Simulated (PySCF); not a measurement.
# What single edits do to a PySCF run on CeHO

A base run and a few variants of its settings.

The runs use PySCF 2.14.0; each script names its method and basis.

3 further runs of the same task are left out: 1 for a known fault of the program, 2 that didn't finish.

### 1 Where the work starts

CeHO: 3 atoms, charge 0, spin multiplicity 2.

Bond lengths: Ce1–O2 1.808 Å, Ce1–H3 2.131 Å. Angles: O2–Ce1–H3 111.5°.

Coordinates:

```
Ce    0.1380    0.0000   -0.1227
O    -1.3259    0.0000    0.9391
H     1.9350    0.0000    1.0225
```

### 2 The run that the others are compared with

input.py

```python
from pyscf import gto, scf
from pyscf.prop.polarizability import uhf as pol

mol = gto.M(
    atom='Ce 0.138 0 -0.1227; O -1.3259 0 0.9391; H 1.935 0 1.0225',
    basis='sbkjc',
    ecp={'Ce': 'sbkjc', 'O': 'sbkjc'},
    charge=0,
    spin=1,
    symmetry=True,
    verbose=4,
)
mf = scf.UHF(mol)
mf = mf.newton()
mf.kernel()
print('polarizability (a.u.)')
print(pol.Polarizability(mf).polarizability().round(4))
mf.dip_moment()
print('orbital energies (hartree):', [e[max(0, n-3):n+3].round(4) for e, n in zip(mf.mo_energy, mol.nelec)])
```

Started as:

```
OMP_NUM_THREADS=1 python input.py
```

Its log is not repeated here.

Base result: E(SCF) = -54.383971 Eh, 8 macro-iterations, ⟨S²⟩ = 0.762, μ = 7.89 D, α(xx, yy, zz) = 41.9, 20.9, 31.5 bohr³.

No search for the lowest state was made; open d or f shells can end in a higher solution.

### 3 Population analysis

Edit 1 changes step after the SCF: polarizability → analyze.

input.py

```python
from pyscf import gto, scf

mol = gto.M(
    atom='Ce 0.138 0 -0.1227; O -1.3259 0 0.9391; H 1.935 0 1.0225',
    basis='sbkjc',
    ecp={'Ce': 'sbkjc', 'O': 'sbkjc'},
    charge=0,
    spin=1,
    symmetry=True,
    verbose=4,
)
mf = scf.UHF(mol)
mf = mf.newton()
mf.kernel()
mf.mulliken_pop()
mf.dip_moment()
print('orbital energies (hartree):', [e[max(0, n-3):n+3].round(4) for e, n in zip(mf.mo_energy, mol.nelec)])
```

Started as:

```
OMP_NUM_THREADS=1 python input.py
```

### 4 Jorge-dzp-dkh (core potential off, X2C on)

Edit 2 changes basis set: sbkjc → jorge-dzp-dkh; core potential: on → off; spin-free X2C: off → on. The core potential changes with it: totals don't compare.

input.py, as its differences from that of step 2:

```diff
@@ -5,4 +5,3 @@
     atom='Ce 0.138 0 -0.1227; O -1.3259 0 0.9391; H 1.935 0 1.0225',
-    basis='sbkjc',
-    ecp={'Ce': 'sbkjc', 'O': 'sbkjc'},
+    basis='jorge-dzp-dkh',
     charge=0,
@@ -13,2 +12,3 @@
 mf = scf.UHF(mol)
+mf = mf.sfx2c1e()
 mf = mf.newton()
```

**Question.** What will these runs give? Wanted: for each run, E(SCF); from base; gap, α spin; SCF dipole.

**Answer**, as computed:

| run | E(SCF) (hartree) | from base (eV) | cycles | gap, α spin (eV) | SCF dipole (D) |
| --- | --- | --- | --- | --- | --- |
| base | -54.383971 | 0 | 8 macro | 9.77 | 7.89 |
| population analysis | -54.383971 | 0.0000 | 8 macro | 9.77 | 7.89 |
| jorge-dzp-dkh (core potential off, X2C on) | -8925.491783 | not comparable | 4 macro | 7.58 | 7.24 |

Distance from each run's final energy (log10 hartree) by cycle:

| run | cycle 1 | cycle 2 | cycle 3 | cycle 5 | cycle 8 | cycle 12 |
| --- | --- | --- | --- | --- | --- | --- |
| base | 0.5 | -0.1 | -0.6 | -2.7 | < -11 | done |
| population analysis | 0.5 | -0.1 | -0.6 | -2.7 | < -11 | done |
| jorge-dzp-dkh (core potential off, X2C on) | -1.8 | -3.2 | -11.0 | done | done | done |

In words: The dearest run is “jorge-dzp-dkh (core potential off, X2C on)”, at 11 s against 3.6 s.
